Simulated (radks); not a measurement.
**Sm³⁺ in [Xe] 4f5: an all-electron calculation**

Wanted: eigenvalues, radial structure and energy terms of the samarium ion Sm3+.

Method: scalar-relativistic Kohn-Sham, SCAN, spin-unpolarised, spherical densities, finite nucleus. Code: radks (a radial shooting solver on a logarithmic mesh, Libxc functionals) version 1.

## (1) The system

```
element            : samarium (Z = 62)
charge             : +3
electrons          : 59
configuration      : [Xe] 4f5
nuclear rms radius : 5.0819 fm
```

Outer shells as boxes (Hund's rule):

Sm³⁺
```
[Xe] core
4f [↑ ][↑ ][↑ ][↑ ][↑ ][  ][  ]
```

## (2) Self-consistent calculation

Settings of this run:

```text
Z 62
configuration [Xe] 4f5 6s0 5d0 6p0 5f0
relativity scalar-relativistic
functional scan,scan
spin unpolarised
nucleus finite rms 5.0819 fm
c 137.035999084
```

The run is started by

```console
> python run_ks.py task.json out
```

This one command runs every case of the session in turn.

What does the calculation give?

**Answer**, as computed:

```
                        quantity                value
                    total energy  -10426.7029 hartree
exchange-correlation share of it               2.26 %
                            −T/E               1.0689
          highest occupied level       4f, -31.934 eV
    most extended occupied level  5p, <r> = 1.58 bohr
 radius at density 0.001 e/bohr³            3.30 bohr
    maxima of the radial density                    4
         ionisation energy, NIST  41.6 (semi-emp.) eV
```

The radial density shows 4 maxima for 5 occupied principal shells; where shells overlap, one shows as a shoulder or not at all. −T/E is 1.069: with relativity the kinetic term as defined here no longer equals −E. Minus the highest eigenvalue, 31.934 eV, is 77 % of the tabulated ionisation energy (41.6 eV); the potential of a semilocal functional falls off too fast, so its top eigenvalue is too shallow. Spin polarisation and multiplet splitting are left out. Spin-orbit splitting is averaged out at the scalar-relativistic level.
